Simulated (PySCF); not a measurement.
# A diatomic session: AgCl, part 2 of 2

PySCF 2.14.0; Ag def2-TZVPP with ECP28, Cl def2-TZVPP; scalar-relativistic core potentials. The steps go on from the part before.

**14. Correlated methods on the Hartree–Fock reference**

Reference: RHF; core orbitals frozen: 5; virtual orbitals above 20 hartree dropped in coupled cluster: 3. MP2 keeps all virtuals, so it differs from the MP2 energy in the coupled-cluster log.

The coupled-cluster run at the reference distance, 2.293 Å, printed:

```text
******** <class 'pyscf.cc.ccsd.CCSD'> ********
CC2 = 0
CCSD nocc = 13, nmo = 90
frozen orbitals [0, 1, 2, 3, 4, 95, 96, 97]
max_cycle = 80
direct = 0
conv_tol = 1e-07
conv_tol_normt = 1e-05
diis_space = 8
diis_start_cycle = 0
diis_start_energy_diff = 1e+09
max_memory 4200 MB (current use 891 MB)
Init t2, MP2 energy = -606.521176476115  E_corr(MP2) -0.848461685984198
Init E_corr(CCSD) = -0.848461685985321
cycle = 1  E_corr(CCSD) = -0.812356034724341  dE = 0.0361056513  norm(t1,t2) = 0.0665559
cycle = 2  E_corr(CCSD) = -0.8326393953911  dE = -0.0202833607  norm(t1,t2) = 0.0220867
cycle = 3  E_corr(CCSD) = -0.83129676952048  dE = 0.00134262587  norm(t1,t2) = 0.0183379
cycle = 4  E_corr(CCSD) = -0.832376414277056  dE = -0.00107964476  norm(t1,t2) = 0.00984072
cycle = 5  E_corr(CCSD) = -0.832855812531937  dE = -0.000479398255  norm(t1,t2) = 0.00413388
cycle = 6  E_corr(CCSD) = -0.832608624833747  dE = 0.000247187698  norm(t1,t2) = 0.00197129
cycle = 7  E_corr(CCSD) = -0.832464701250558  dE = 0.000143923583  norm(t1,t2) = 0.000806082
cycle = 8  E_corr(CCSD) = -0.832554403388216  dE = -8.97021377e-05  norm(t1,t2) = 0.000381023
cycle = 9  E_corr(CCSD) = -0.832590615334028  dE = -3.62119458e-05  norm(t1,t2) = 0.000124606
cycle = 10  E_corr(CCSD) = -0.832569219949652  dE = 2.13953844e-05  norm(t1,t2) = 5.46588e-05
cycle = 11  E_corr(CCSD) = -0.832569716974871  dE = -4.97025219e-07  norm(t1,t2) = 2.42559e-05
cycle = 12  E_corr(CCSD) = -0.832572407539526  dE = -2.69056466e-06  norm(t1,t2) = 6.42752e-06
cycle = 13  E_corr(CCSD) = -0.832572007616138  dE = 3.99923388e-07  norm(t1,t2) = 3.15289e-06
cycle = 14  E_corr(CCSD) = -0.832572243235431  dE = -2.35619293e-07  norm(t1,t2) = 9.69717e-07
cycle = 15  E_corr(CCSD) = -0.83257229983536  dE = -5.65999287e-08  norm(t1,t2) = 3.73528e-07
CCSD converged
E(CCSD) = -606.5052870899664  E_corr = -0.83257229983536
CCSD(T) correction = -0.0272302150682091
```

Correlation energy (eV) along the bond:

```
R (Å)      MP2  SCS-MP2     CCSD  CCSD(T)     T1
1.972  -23.733  -21.911      n/a      n/a    n/a
2.064  -23.520  -21.742  -22.912  -23.686  0.018
2.155  -23.340  -21.599  -22.796  -23.554  0.018
2.224  -23.224  -21.507  -22.721  -23.470  0.018
2.293  -23.123  -21.428  -22.655  -23.396  0.018
2.362  -23.035  -21.358  -22.598  -23.333  0.018
2.454  -22.935  -21.280  -22.534  -23.262  0.018
2.568  -22.834  -21.201  -22.469  -23.191  0.019
2.706  -22.738  -21.126  -22.409  -23.126  0.020
2.889  -22.640  -21.051      n/a      n/a    n/a
```

RHF-MP2: Re = 2.256 Å, ωe = 355 cm⁻¹, ωexe = 1.22 cm⁻¹, αe = 0.000611 cm⁻¹, Be = 0.1257 cm⁻¹, De = 3.17 eV.

RHF-SCS-MP2: Re = 2.282 Å, ωe = 344 cm⁻¹, ωexe = 1.18 cm⁻¹, αe = 0.000602 cm⁻¹, Be = 0.1229 cm⁻¹, De = 3.08 eV.

RHF-CCSD: Re = 2.299 Å, ωe = 337 cm⁻¹, ωexe = 1.19 cm⁻¹, αe = 0.000601 cm⁻¹, Be = 0.1211 cm⁻¹, De = 2.93 eV.

RHF-CCSD(T): Re = 2.289 Å, ωe = 340 cm⁻¹, ωexe = 1.22 cm⁻¹, αe = 0.000611 cm⁻¹, Be = 0.1221 cm⁻¹, De = 3.03 eV.

**15. All curves**

Energy (eV) from each level's lowest point:

```
R (Å)    RHF  RHF-MP2  RHF-SCS-MP2  RHF-CCSD  RHF-CCSD(T)    PBE  r²SCAN  M06-L  B3LYP   PBE0   MN15  BHandHLYP  ωB97M-V
1.972  1.404    0.759        0.884       n/a          n/a  0.827   0.803  0.912  0.964  0.872  0.819      1.041    0.957
2.064  0.729    0.296        0.377     0.435        0.402  0.350   0.331  0.404  0.436  0.375  0.337      0.481    0.426
2.155  0.318    0.065        0.109     0.140        0.123  0.100   0.088  0.129  0.145  0.111  0.088      0.166    0.136
2.224  0.137    0.000        0.020     0.034        0.026  0.018   0.011  0.031  0.038  0.021  0.010      0.047    0.032
2.293  0.037    0.001        0.000     0.000        0.000  0.000   0.000  0.000  0.000  0.000  0.000      0.000    0.000
2.362  0.000    0.052        0.032     0.020        0.026  0.030   0.038  0.020  0.014  0.029  0.040      0.009    0.021
2.454  0.022    0.174        0.132     0.106        0.120  0.122   0.141  0.102  0.090  0.124  0.148      0.083    0.110
2.568  0.129    0.382        0.318     0.278        0.297  0.290   0.324  0.265  0.245  0.300  0.340      0.242    0.285
2.706  0.326    0.675        0.590     0.535        0.559  0.531   0.586  0.508  0.480  0.557  0.614      0.487    0.549
2.889  0.645    1.092        0.984       n/a          n/a  0.873   0.955  0.863  0.823  0.926  1.006      0.852    0.937
```

The whole job (state search and all levels along the bond) took 7.2 min on 2 threads of Arm Neoverse V2 (shared host), peak memory 2.8 GiB.

**16. What came out**

The summary covers parts 1 to 2.

Lowest PBE0 solution found, without spin–orbit coupling: ¹Σ⁺ (singlet), closed shell. State 2 has its PBE0 minimum 2.98 eV higher. The other levels ran on the lowest alone.

```
      level    Re (Å)  ωe (cm⁻¹)  De (eV)  μ (D)
        RHF     2.379        310     2.19  -7.42
    RHF-MP2     2.256        355     3.17    n/a
RHF-SCS-MP2     2.282        344     3.08    n/a
   RHF-CCSD     2.299        337     2.93    n/a
RHF-CCSD(T)     2.289        340     3.03    n/a
        PBE     2.281        330     3.18  -4.85
     r²SCAN     2.272        340     3.21  -5.28
      M06-L     2.297        328     3.33  -5.63
      B3LYP     2.306        326     2.93  -5.37
       PBE0     2.285        337     3.10  -5.60
       MN15     2.270        346     3.17  -5.57
  BHandHLYP     2.314        331     2.87  -6.17
    ωB97M-V     2.297        338     3.36  -5.96
   measured  2.280792     343.49      n/a    n/a
```

De is counted to Ag + Cl in their ground configurations. A positive dipole means Ag(−)Cl(+).

Measured values: Huber and Herzberg, Constants of Diatomic Molecules, 1979.

Differences from the measured constants:

```
      level  Re (mÅ)  ωe (%)
        RHF      +98    -9.8
    RHF-MP2      -25    +3.3
RHF-SCS-MP2       +1     0.0
   RHF-CCSD      +18    -1.8
RHF-CCSD(T)       +9    -1.1
        PBE        0    -3.9
     r²SCAN       -9    -1.0
      M06-L      +16    -4.6
      B3LYP      +25    -5.2
       PBE0       +4    -1.9
       MN15      -10    +0.7
  BHandHLYP      +33    -3.6
    ωB97M-V      +16    -1.5
```

Time per point (s) on 2 threads of Arm Neoverse V2, shared host (CPU time, shared integrals of 0.46 s apart; correlated levels include their reference; CCSD comes with the CCSD(T) run); the times are rough: RHF 0.66, RHF-MP2 1.2, RHF-SCS-MP2 1.2, RHF-CCSD(T) 57, PBE 1.6, r²SCAN 2.3, M06-L 2.4, B3LYP 2.7, PBE0 4.1, MN15 3.4, BHandHLYP 1.9, ωB97M-V 7.6.

Cheap and still within 11 mÅ and 2.5 % of the measured constants: RHF-SCS-MP2 (1.2 s), r²SCAN (2.3 s), against 57 s for the dearest run.

**Reading.** Against the measured constants, the bond length is nearest at PBE (0 mÅ) and farthest at RHF (+98 mÅ); the wavenumber is nearest at RHF-SCS-MP2 (0.0 %) and farthest at RHF (-9.8 %). Of the levels with a De here, RHF gives the least (2.19 eV) and ωB97M-V the most (3.36 eV).

Correlated steps freeze 5 core orbitals. Spin–orbit coupling is left out.
